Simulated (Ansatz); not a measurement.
**H4InO3P: basis-set convergence**

Aim: see how fast density functionals converge with the basis set for H4InO3P.

Program: Ansatz 0.2.0, Gaussian basis. Level of theory: one geometry, several basis sets. These are calculated values, not measurements.

Levels to be run: PBE0-D4/def2-SVP; ωB97M-V/def2-SVP; PBE0-D4/def2-QZVPP; ωB97M-V/def2-QZVPP; the functionals' def2-TZVPP values are taken from earlier runs.

### Step 1. Structure used throughout

The geometry comes from an earlier relaxation with PBE0-D4 in a triple-zeta def2 set; it is a stationary point, not always the lowest conformer. In takes the def2 core potential; no spin-orbit term is included.

SMILES `OP(O)[O][InH2]`, 9 atoms, charge 0, spin multiplicity 1.

Atoms are counted from 1 here; the program's logs count them from 0.

Bond lengths: O1–P2 1.618 Å, O1–H6 0.967 Å, P2–O3 1.755 Å, P2–O4 1.562 Å, O3–H7 0.962 Å, O4–In5 2.107 Å, In5–H8 1.706 Å, In5–H9 1.707 Å. Angles: P2–O1–H6 112.9°, O1–P2–O3 99.7°, O1–P2–O4 104.5°, O3–P2–O4 92.1°, P2–O3–H7 114.6°, P2–O4–In5 108.3°, O4–In5–H8 111.0°, O4–In5–H9 109.7°, H8–In5–H9 136.3°.

### Step 2. PBE0-D4 in def2-SVP

Contents of in.yaml:

```yaml
crystal:
  periodic: [false, false, false]
  atoms:
    - {symbol: O, position_ang: [-1.075875, 1.662663, 1.243911]}
    - {symbol: P, position_ang: [-0.349891, 1.428931, -0.183537]}
    - {symbol: O, position_ang: [1.003758, 0.437421, 0.331002]}
    - {symbol: O, position_ang: [-1.088823, 0.199222, -0.801151]}
    - {symbol: In, position_ang: [0.231546, -1.442073, -0.789675]}
    - {symbol: H, position_ang: [-1.467150, 0.855395, 1.604461]}
    - {symbol: H, position_ang: [1.838647, 0.909035, 0.408107]}
    - {symbol: H, position_ang: [1.154655, -1.492214, -2.222909]}
    - {symbol: H, position_ang: [-0.246867, -2.558390, 0.409791]}
basis:
  gaussian: {orbitals: def2-SVP}
hamiltonian: {xc: pbe0, dispersion: d4}
output: {orbitals: {seedname: orbitals}}
```

Run with:

```
> ansatz run in.yaml --threads 4 --pin off --events-out ev --progress --plain --max-ram 10444MiB
```

The runs that follow: ωB97M-V in def2-SVP; PBE0-D4 in def2-QZVPP; ωB97M-V in def2-QZVPP.

Before running them: what should the planned runs give, taken together? Wanted: PBE0-D4: double and triple zeta above quadruple; ωB97M-V: double and triple zeta above quadruple.

As calculated:

```
                                       quantity           value
PBE0-D4: double and triple zeta above quadruple  12.42, 0.73 eV
ωB97M-V: double and triple zeta above quadruple  12.58, 0.69 eV
```

PBE0-D4 gains 11.69 eV from double to triple zeta, then 0.73 eV more. Total energies overstate the basis error of differences, where much of it tends to cancel. The LUMO of ωB97M-V is positive and keeps falling with the basis (0.66 to 0.10 eV): an unbound level that the basis holds in place.
